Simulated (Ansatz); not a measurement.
# VCrC2 (R-3m) in Ansatz: further runs

One crystal, VCrC2, is run at these levels: r2SCAN; tasks: band structure, single point, equation of state.

Everything below comes from runs of Ansatz 0.2.0. Logs are shortened: lines on timing, memory, paths and dates and some standing lists are left out, and cuts for length are marked.

### Step 1. Starting point

It takes space group R-3m (No. 166, trigonal). Conventional cell: a = 2.921 Å, b = 2.921 Å, c = 14.218 Å, α = 90.00°, β = 90.00°, γ = 120.00°. Around Cr (site symmetry -3m) lie 6 C at 2.05 Å. Around V (site symmetry -3m) lie 6 C at 2.07 Å. C (site symmetry 3m) has 3 Cr at 2.05 Å and 3 V at 2.07 Å as nearest neighbours.

The cell comes from a database or a generator and needn't be the stable form of this composition.

### Step 2. Band structure, r2SCAN, collinear spin, ferromagnetic start

File input.yaml:

```yaml
crystal:
  lattice:
    - [1.4606320425, 0.8432963029, 4.7393853233]
    - [-1.4606320425, 0.8432963029, 4.7393853233]
    - [0.0, -1.6865926058, 4.7393853233]
  atoms:
    - { symbol: Cr, position: [0.5, 0.5, 0.5], spin: 3.0 }
    - { symbol: V, position: [0.0, 0.0, 0.0], spin: 2.0 }
    - { symbol: C, position: [0.248759, 0.248759, 0.248759] }
    - { symbol: C, position: [0.751241, 0.751241, 0.751241] }
hamiltonian:
  xc: r2scan
  pseudopotentials: { kind: paw }
magnetization:
  spin_polarized: true
kpoints:
  mp_grid: { grid: [11, 11, 11] }
  band_path:
    path:
      - [[0.0, 0.0, 0.0], [0.5, 0.0, 0.0], [0.5, 0.1877735979, -0.1877735979]]
      - [[0.8122264021, 0.5, 0.1877735979], [0.5, 0.5, 0.5], [0.0, 0.0, 0.0], [0.3438867989, 0.0, -0.3438867989]]
      - [[0.6561132011, 0.3438867989, 0.0], [0.5, 0.5, 0.0], [0.6561132011, 0.6561132011, 0.1877735979], [0.5, 0.5, 0.5]]
      - [[0.5, 0.0, 0.0], [0.8122264021, 0.3438867989, 0.3438867989]]
    npoints: 14
scf:
  occupations: { method: fermi_dirac, width: 0.05 }
  n_extra_bands: 10
output:
  forces: true
  stress: true
  eigenvalues: true
  fatbands: false
```

Potentials or basis: Ansatz PAW.

Started as:

```sh
$ ansatz run input.yaml --threads 2 --pin off --max-ram 5632MiB --backend cpu --events-out ev --progress --plain --runs-dir out
```

Log:

```text
Warning: RAYON_NUM_THREADS=2 ignored (pool sized by the plan → 2); use --threads N
basis.fft_grid_basis auto: the FFT boxes are laid along the combinations [[1, 0, -1], [0, 1, -1], [0, 0, 1]] of the cell's own vectors, 2.921, 2.921 and 5.031 Å long. The dense box has 24×24×40 points. Along the cell's own vectors, as sized, it would have 40×40×40, 2.78 times as many. Of the 12 symmetry operations that the crystal satisfies within crystal.symmetry.tolerance (time reversal apart; of a slab, those that keep its plane) the dense box along the cell's own vectors carries 12, and the one as laid loses 8 of those. basis.fft_grid_basis: typed keeps the cell's own vectors: state it where this run's energies or levels are differenced outside the engine with another run's, or held beside a run that keeps those vectors.
scf.n_extra_bands = 10 over 18 filled bands (N_el = 35.0): the run solves 28 bands
Engine: ansatz 0.2.0, x86_64-unknown-linux-gnu
Pseudopotentials: kind: paw
Pseudopotential: Cr, paw, valence charge 14, recommended cutoff 500 eV (meta_gga), Cr.paw.azcp
Pseudopotential: V, paw, valence charge 13, recommended cutoff 500 eV (meta_gga), V.paw.azcp
Pseudopotential: C, paw, valence charge 4, recommended cutoff 500 eV (meta_gga), C.paw.azcp
Functional definition: r2SCAN
  parameter k0 = 0.174
  parameter k1 = 0.065
  parameter a1 = 4.9479
  exchange = r2scan_x(k0 = k0, k1 = k1, a1 = a1)
  correlation = r2scan_c
Crystal: 4 atoms, lattice volume = 35.026 Å³
Basis set: ecut = 500 eV, 893 PW (Γ), FFT grids on a1−a3, a2−a3, a3, exchange–correlation on 96×96×160 points (64 copies of the dense FFT grid, shifted against one another)
Bands: 28, of which v1, the nominal top of the filled ones, is band 18 counted from 1 (17 counted from 0)
Symmetry: 12 space group operations
Space group: R-3m (ITA 166), of the structure as read, at distance tolerance 3.3e-5 Å
Magnetic group: BNS 166.97 (UNI 1327), of the structure as read, at distance tolerance 3.3e-5 Å
k-points: 146 of 1331
Non-local potential: Cr, projectors of the file, l = 0: 3, l = 1: 2, l = 2: 3, l = 3: 1
Non-local potential: V, projectors of the file, l = 0: 3, l = 1: 2, l = 2: 3, l = 3: 1
Non-local potential: C, projectors of the file, l = 0: 2, l = 1: 2, l = 2: 1
PAW form: soft (Blöchl's): semilocal exchange-correlation on the pseudo side does not see the compensation charge
PAW frozen core: Cr, regenerated for the run's functional (the file was generated under x = pbe(κ = 0.804, μ = 0.2195149727645171), c = pbe(β = 0.06672455060314922))
PAW frozen core: V, regenerated for the run's functional (the file was generated under x = pbe(κ = 0.804, μ = 0.2195149727645171), c = pbe(β = 0.06672455060314922))
PAW frozen core: C, regenerated for the run's functional (the file was generated under x = pbe(κ = 0.804, μ = 0.2195149727645171), c = pbe(β = 0.06672455060314922))
PAW one-centre angular grid: Cr, 590 points (default); XC on 160 Gauss nodes
PAW one-centre angular grid: V, 590 points (default); XC on 160 Gauss nodes
PAW one-centre angular grid: C, 302 points (default); XC on 239 of its mesh's 2573 points in the sphere
Initial density: superposition of atomic densities (chi_scale 0.1, normalization cell, long waves kept (reshape's long-wave potential 0.00 eV rms))
Starting moments: Σ|m| = 5 μB on 2 of 4 sites
Initial wavefunctions: pseudopotential atomic-orbital guess
Functional: x = r2scan, c = r2scan; τ floored in thin density (d = 2e-4 eV/Å³)
[... 22 lines left out ...]
SCF iter  19: F=-6803.941178 eV  HF=-6803.941178 eV  |F-HF|=9.89e-9  |Δ(HF+E_count)|=   6.94e-9  Δρ=5.43e-6 (↑2.11e-6 ↓5.43e-6)  dr2=1.07e-8  dr2_τ=2.41e-10  dr2_m=3.53e-9  M=1.671 μB ∫|m|=2.528 μB  ethr=1.01e-11  ⟨swp⟩=7.2  Hψ=31523  notcnv=0
SCF 1 converged in 19 iterations: F = -6803.941178 eV  dr2 = 1.07e-8
this state was not tested for a lower state beside it, because the mixer in use, unlike msr1, does not test its closes by its own steps (another_mixer; see scf.mixing.algorithm and scf.lower_state_search)
NSCF: frozen V_eff on 130 k-points
SCF converged after 19 iterations
Magnetization: 1.6706 μB (18.3353 up, 16.6647 down)
Absolute magnetization: 2.5413 μB (∫|ρ↑−ρ↓|, with the PAW one-centre terms)
Spin contamination: 0.3172 ħ² per cell (⟨S²⟩ above its minimum at these occupations)
Per-site moments (μB) at R_I (Å): [(1.792947152399479, 0.8460730164247826), (-0.13449194991555577, 0.8544406921839741), (-0.0940638066957282, 0.8460730164247826), (-0.0940638066957281, 0.8460730164247826)]
Free energy (F): -6803.941178 eV
Harris-Foulkes:  -6803.941178 eV  (|F-HF|=9.89e-9)
Internal energy: -6803.924097 eV  (E = F + TS)
E sigma→0 (E₀):  -6803.932638 eV
Entropy (-TS):   -0.017080 eV (-4.270 meV/atom)
Fermi energy:    17.547185 eV
--- Per-component energies (eV) ---
  E_band       = -284.602338
  E_kinetic    = 861.389643
  E_local      = -2271.777849  (includes V_loc(G=0)·N_el)
  E_nonlocal   = 84.780745
  E_hartree    = 995.377616
  E_xc         = -361.725678
  E_vxc        = -518.393883  (∫ρ·V_xc dr)
  E_paw        = -2524.424854  (= ΣΔE_a)
  E_vpaw       = -462.878163  (= ΣTr[D̂ρ^β])
  E_aug_tail   = 0.000414  (compensation charges beyond the density's cutoff)
  E_vtau       = 31.523196  (kinetic-family band-sum trace: ∫τ·v_τ [+ j·A + Jᵃ·Aᵃ] dr)
  E_ewald      = -3586.956480
  E_core_change = -0.587656  (= ΣΔE_core)
  E_smearing   = -0.017080  (= −TS)
  E_closure    = 0.000000  (closes the sum)
  Σ components = -6803.941178   (vs F -6803.941178, Δ=0.00e0)
--- Forces (eV/Å), atoms counted from 1 ---
  atom   1  Cr     0.00000000     0.00000000     0.00000000
  atom   2  V      0.00000000     0.00000000     0.00000000
  atom   3  C     -0.00000000    -0.00000000     0.33710600
  atom   4  C     -0.00000000     0.00000000    -0.33710600
  max |Σ_I F_I| component: 9.25e-18 eV/Å
--- Stress (GPa, compression-positive) ---
        6.297270       0.000000       0.000000
        0.000000       6.297270      -0.000000
        0.000000      -0.000000       0.320610
  P = ⅓ Tr σ = 4.3050 GPa (43.050 kbar)
--- Band table (eV; the first three rows and the last of 292) ---
  k-point 0 ↑: bands = ["-58.3324", "-49.9566", "-28.5568", "-28.3959", "-28.3959", "-22.6553", "-22.5167", "-22.5167", "2.3941", "6.6099", "9.5368", "12.6853", "12.6853", "15.5970", "15.5970", "15.6344", "16.9967", "16.9967", "18.3675", "18.3675", "18.7663", "18.7663", "18.9105", "19.6777", "24.7844", "24.7844", "26.3883", "29.9823"]
  k-point 1 ↑: bands = ["-58.3305", "-49.9528", "-28.5536", "-28.4129", "-28.3999", "-22.6505", "-22.5460", "-22.5233", "2.5855", "6.5318", "9.7612", "12.6865", "12.7773", "15.3472", "15.4903", "15.5954", "15.9795", "16.8644", "18.1548", "18.1818", "19.0071", "19.3153", "19.6392", "19.9870", "24.0082", "24.5315", "27.1521", "30.2988"]
  k-point 2 ↑: bands = ["-58.3251", "-49.9427", "-28.5452", "-28.4580", "-28.4106", "-22.6381", "-22.6237", "-22.5409", "3.1319", "6.3736", "10.3328", "12.6261", "13.0229", "14.1986", "14.8523", "15.1288", "15.7917", "16.8091", "18.0245", "18.1171", "19.0777", "19.7096", "20.1470", "21.5162", "22.6783", "23.9388", "28.4713", "30.9582"]
  k-point 145 ↓: bands = ["-55.5699", "-50.1714", "-25.8897", "-25.5948", "-25.5793", "-22.9873", "-22.7109", "-22.6889", "3.8431", "4.0567", "13.0814", "13.2161", "14.0231", "14.4416", "14.4860", "14.8623", "17.3351", "17.5109", "18.8017", "18.8721", "19.5713", "20.4084", "21.8378", "21.9361", "23.3126", "23.7624", "29.9786", "30.3080"]
```

bands.tsv:

```text
[... 154 lines left out ...]
```

It took 82 s on 2 threads of Intel Xeon at 2.50GHz (Skylake/Cascade Lake), shared host; peak memory 0.71 GiB.

Results:

| Item | Value |
| --- | --- |
| Free energy | -6803.9412 eV |
| Pressure | 4.3 GPa |
| Largest force | 0.337 eV/Å |
| Band gap on the k mesh | none (metal or under the smearing width) |
| Net moment | 1.67 μB per cell |
| Absolute moment | 2.54 μB per cell |
| Site moments | Cr +1.79; V -0.13; C -0.09 μB |

Forces in eV/Å, atoms in the order of the input:
```
Cr   0.000  0.000  0.000
V    0.000  0.000  0.000
C    0.000  0.000  0.337
C    0.000  0.000 -0.337
```

Stress tensor (GPa, compression positive):
```
6.30 0.00 0.00
0.00 6.30 0.00
0.00 0.00 0.32
```

Levels at the corners of the path, in eV from the Fermi level:
Spin up:
```tsv
point	band 15	band 16	band 17	band 18	band 19	band 20	band 21	band 22
Γ	-1.95	-1.91	-0.55	-0.55	0.82	0.82	1.22	1.22
L	-3.78	-3.48	-1.20	-0.46	0.28	0.51	1.61	2.52
B1	-3.92	-3.92	-0.88	-0.15	-0.09	1.14	1.89	2.10
B	-3.92	-3.92	-0.88	-0.15	-0.09	1.14	1.89	2.10
Z	-3.28	-3.28	-1.40	-1.40	0.31	0.31	0.67	2.07
Γ	-1.95	-1.91	-0.55	-0.55	0.82	0.82	1.22	1.22
X	-4.14	-3.81	-0.87	-0.19	0.03	1.17	1.93	2.15
Q	-4.14	-3.81	-0.87	-0.19	0.03	1.17	1.93	2.15
F	-3.80	-1.14	-1.02	-0.47	-0.25	0.43	1.01	1.72
P1	-3.85	-1.68	-1.29	-0.46	0.02	0.90	0.97	1.84
Z	-3.28	-3.28	-1.40	-1.40	0.31	0.31	0.67	2.07
L	-3.78	-3.48	-1.20	-0.46	0.28	0.51	1.61	2.52
P	-3.85	-1.68	-1.29	-0.46	0.02	0.90	0.97	1.84
```
Spin down:
| point | band 13 | band 14 | band 15 | band 16 | band 17 | band 18 | band 19 | band 20 | band 21 | band 22 |
| --- | --- | --- | --- | --- | --- | --- | --- | --- | --- | --- |
| Γ | -4.49 | -0.65 | -0.65 | -0.46 | 0.25 | 0.25 | 1.03 | 1.03 | 1.08 | 1.99 |
| L | -4.74 | -4.19 | -3.62 | -3.18 | -0.09 | 1.12 | 1.35 | 2.23 | 2.77 | 3.42 |
| B1 | -4.93 | -4.82 | -3.75 | -3.65 | 0.80 | 1.04 | 1.47 | 2.37 | 3.02 | 3.10 |
| B | -4.93 | -4.82 | -3.75 | -3.65 | 0.80 | 1.04 | 1.47 | 2.37 | 3.02 | 3.10 |
| Z | -3.34 | -3.34 | -2.91 | -2.91 | -0.12 | -0.12 | 1.29 | 1.29 | 1.67 | 2.63 |
| Γ | -4.49 | -0.65 | -0.65 | -0.46 | 0.25 | 0.25 | 1.03 | 1.03 | 1.08 | 1.99 |
| X | -5.09 | -4.73 | -3.93 | -3.59 | 0.81 | 1.22 | 1.42 | 2.36 | 2.99 | 3.21 |
| Q | -5.09 | -4.73 | -3.93 | -3.59 | 0.81 | 1.22 | 1.42 | 2.36 | 2.99 | 3.21 |
| F | -4.52 | -4.42 | -2.82 | -1.25 | -1.18 | 1.19 | 1.34 | 1.62 | 2.43 | 2.92 |
| P1 | -4.46 | -4.43 | -3.00 | -1.60 | -1.08 | 1.27 | 1.63 | 1.64 | 2.39 | 2.97 |
| Z | -3.34 | -3.34 | -2.91 | -2.91 | -0.12 | -0.12 | 1.29 | 1.29 | 1.67 | 2.63 |
| L | -4.74 | -4.19 | -3.62 | -3.18 | -0.09 | 1.12 | 1.35 | 2.23 | 2.77 | 3.42 |
| P | -4.46 | -4.43 | -3.00 | -1.60 | -1.08 | 1.27 | 1.63 | 1.64 | 2.39 | 2.97 |

Caveat: the magnetic or orbital state may not be the lowest; the PAW data sets come from PBE, with cores solved anew for the run's functional, which leaves a small shift of forces and pressure; the starting moments weren't kept.

(Continued in part 2 of 2.)
